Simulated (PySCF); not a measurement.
# A gas-phase reaction: H8O2SSi3 + H6N2Si → H11NO2SSi4 + H3N

What reaction energy should one expect for `[SiH3]O[SiH](S)O[SiH3]` + `N[SiH2]N` → `N[SiH2]S[SiH](O[SiH3])O[SiH3]` + `N`?

Programs: PySCF 2.14.0. All values are calculated, for the isolated system unless a continuum is named. Atoms count from 0, parts from 1.

### 1 Starting point

Each species was relaxed by itself at GFN2-xTB.

### 2 Reaction energy: PBE0-D3(BJ)/def2-SVP

Job settings and geometry (Å):

```
{"job": {"kind": "react", "xc": "PBE0", "basis": "def2-SVP", "disp": "d3bj"}, "charge": 0, "multiplicity": 1}
-1 H8O2SSi3 charge 0 multiplicity 1
Si    -0.438900    -0.915720    -2.144970
O     -0.247340     0.524430    -1.410010
Si     0.267600     1.355470    -0.137590
S      2.391070     1.507600    -0.285310
O     -0.079090     0.634720     1.259920
Si    -0.557020    -0.697610     2.062320
H      0.875200    -1.529640    -2.319640
H     -1.071220    -0.530300    -3.401210
H     -1.296990    -1.734650    -1.287490
H     -0.415750     2.627860    -0.160600
H      2.598350     1.811990     0.986790
H     -1.952080    -0.948560     1.707220
H      0.303340    -1.815540     1.678230
H     -0.377170    -0.290040     3.452340

-1 H6N2Si charge 0 multiplicity 1
N     -1.000890    -0.084910    -1.014630
Si     0.307650     0.521920    -0.069740
N      0.534270    -0.706560     1.119170
H     -0.957170    -1.050850    -1.297930
H     -1.326120     0.477560    -1.783180
H     -0.161680     1.836560     0.386160
H      1.621740     0.643520    -0.714710
H     -0.287340    -1.062630     1.581320
H      1.269540    -0.574610     1.793540

+1 H11NO2SSi4 charge 0 multiplicity 1
N      0.797250     0.490150    -2.003250
Si     2.224810     0.551940    -1.050510
S      2.331810    -1.273210     0.093090
Si     0.474970    -1.321240     1.111310
O     -0.710250    -1.627070     0.059390
Si    -2.090000    -1.192490    -0.670160
O      0.210680     0.079990     1.862910
Si    -0.616700     1.468570     1.976710
H      0.626200     1.187970    -2.708010
H      0.440500    -0.405970    -2.296150
H      2.114260     1.715180    -0.177460
H      3.505000     0.508290    -1.753390
H      0.490210    -2.367280     2.105390
H     -2.040270    -1.939340    -1.927600
H     -3.186290    -1.615090     0.200240
H     -2.109500     0.254010    -0.887770
H     -2.008010     1.138130     2.287890
H      0.070130     2.152630     3.068200
H     -0.524810     2.194830     0.709150

+1 H3N charge 0 multiplicity 1
N      0.001490    -0.000630     0.275180
H     -0.567950    -0.753940    -0.090280
H     -0.369900     0.868780    -0.087930
H      0.936360    -0.114210    -0.096970
```

Level: PBE0-D3(BJ)/def2-SVP reaction energy of separated species, gas phase.

Started as:

```sh
> OMP_NUM_THREADS=1 python cluster_run.py task.json out
```

One launch serves the whole session: the jobs run in the order shown.

**Question.** The jobs that follow are: PW6B95-D3(BJ)/def2-SVP reaction energy of separated species, gas phase; wB97X-D3(BJ)/6-31G* reaction energy of separated species, gas phase; SCAN-D3(BJ)/6-31G reaction energy of separated species, gas phase. Predict: reaction energy (PBE0-D3(BJ)/def2-SVP); ΔH, ΔG at 298 K (xTB thermal terms). Thermal terms come from harmonic xTB runs on each species.

The runs gave:

```
                                                quantity                    value
                  reaction energy (PBE0-D3(BJ)/def2-SVP)           -7.37 kcal/mol
                     ΔH, ΔG at 298 K (xTB thermal terms)      -5.4, -3.2 kcal/mol
range of the reaction energy over the runs of this table  -9.70 to -6.57 kcal/mol
```

**Reading.** The reaction is exothermic by 5.4 kcal/mol in the gas phase; dispersion gives -3.25, and xTB itself gave -0.62 for the electronic energy (xTB energies and thermal terms come from the earlier relaxation of each species, not shown). No barrier was sought. The reaction energy runs from -9.70 (wB97X-D3(BJ)/6-31G*) to -6.57 kcal/mol (PW6B95-D3(BJ)/def2-SVP).
